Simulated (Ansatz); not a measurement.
# C₆H₅N₃: basis-set convergence

Aim: see how fast density functionals converge with the basis set for C₆H₅N₃.

Method: one geometry, several basis sets; program: Ansatz 0.2.0, Gaussian basis.

Plan: PBE0-D4/def2-SVP; ωB97M-V/def2-SVP; PBE0-D4/def2-QZVPP; ωB97M-V/def2-QZVPP; the functionals' def2-TZVPP values are taken from earlier runs.

**1. The relaxed structure**

All runs share one geometry, relaxed beforehand with PBE0-D4 in a triple-zeta def2 set.

SMILES `c1ccc2n[nH]nc2c1`, 14 atoms, charge 0, spin multiplicity 1.

Atoms are counted from 1 here; the program's logs count them from 0.

Bond lengths: C1–C2 1.420 Å, C1–C9 1.368 Å, C1–H10 1.084 Å, C2–C3 1.368 Å, C2–H11 1.084 Å, C3–C4 1.406 Å, C3–H12 1.083 Å, C4–N5 1.344 Å, C4–C8 1.418 Å, N5–N6 1.309 Å, N6–N7 1.309 Å, N6–H13 1.008 Å, N7–C8 1.344 Å, C8–C9 1.406 Å, C9–H14 1.083 Å. Angles: C2–C1–C9 122.1°, C2–C1–H10 118.4°, C9–C1–H10 119.5°, C1–C2–C3 122.1°, C1–C2–H11 118.4°, C3–C2–H11 119.5°, C2–C3–C4 116.7°, C2–C3–H12 122.1°, C4–C3–H12 121.1°, C3–C4–N5 130.6°, C3–C4–C8 121.2°, N5–C4–C8 108.2°, C4–N5–N6 102.2°, N5–N6–N7 119.2°, N5–N6–H13 120.4°, N7–N6–H13 120.4°, N6–N7–C8 102.2°, C4–C8–N7 108.2° and more.

Coordinates:

```
C    -0.1448   -1.8119   -0.4728
C     1.1772   -1.4606   -0.0909
C     1.5095   -0.1906    0.2922
C     0.4750    0.7614    0.2916
N     0.4863    2.0672    0.6115
N    -0.7609    2.4117    0.4155
N    -1.6146    1.5090    0.0046
C    -0.8448    0.4107   -0.0896
C    -1.1650   -0.9013   -0.4803
H    -0.3423   -2.8364   -0.7661
H     1.9407   -2.2298   -0.1067
H     2.5170    0.0783    0.5835
H    -1.0602    3.3604    0.5789
H    -2.1732   -1.1681   -0.7713
```

**2. PBE0-D4 in def2-SVP**

File in.yaml:

```yaml
crystal:
  periodic: [false, false, false]
  atoms:
    - {symbol: C, position_ang: [-0.144754, -1.811904, -0.472790]}
    - {symbol: C, position_ang: [1.177227, -1.460599, -0.090943]}
    - {symbol: C, position_ang: [1.509508, -0.190581, 0.292203]}
    - {symbol: C, position_ang: [0.474981, 0.761403, 0.291578]}
    - {symbol: N, position_ang: [0.486260, 2.067234, 0.611464]}
    - {symbol: N, position_ang: [-0.760898, 2.411721, 0.415463]}
    - {symbol: N, position_ang: [-1.614559, 1.508963, 0.004634]}
    - {symbol: C, position_ang: [-0.844782, 0.410689, -0.089636]}
    - {symbol: C, position_ang: [-1.165005, -0.901306, -0.480336]}
    - {symbol: H, position_ang: [-0.342283, -2.836447, -0.766083]}
    - {symbol: H, position_ang: [1.940677, -2.229769, -0.106664]}
    - {symbol: H, position_ang: [2.517041, 0.078312, 0.583510]}
    - {symbol: H, position_ang: [-1.060205, 3.360360, 0.578913]}
    - {symbol: H, position_ang: [-2.173207, -1.168075, -0.771281]}
basis:
  gaussian: {orbitals: def2-SVP}
hamiltonian: {xc: pbe0, dispersion: d4}
output: {orbitals: {seedname: orbitals}}
```

The run is started by

```bash
> ansatz run in.yaml --threads 2 --pin off --events-out ev --progress --plain --max-ram 32768MiB --backend cpu
```

Further steps of the session: ωB97M-V in def2-SVP; PBE0-D4 in def2-QZVPP; ωB97M-V in def2-QZVPP.

**Question.** What will the summary of the whole plan be? Wanted: PBE0-D4: double and triple zeta above quadruple; ωB97M-V: double and triple zeta above quadruple.

As calculated:

```
                                       quantity           value
PBE0-D4: double and triple zeta above quadruple  12.22, 0.55 eV
ωB97M-V: double and triple zeta above quadruple  12.58, 0.51 eV
```

**Reading.** PBE0-D4 gains 11.67 eV from double to triple zeta, then 0.55 eV more. These are total energies; as a rule much of such shifts cancels in differences, which this series doesn't test.
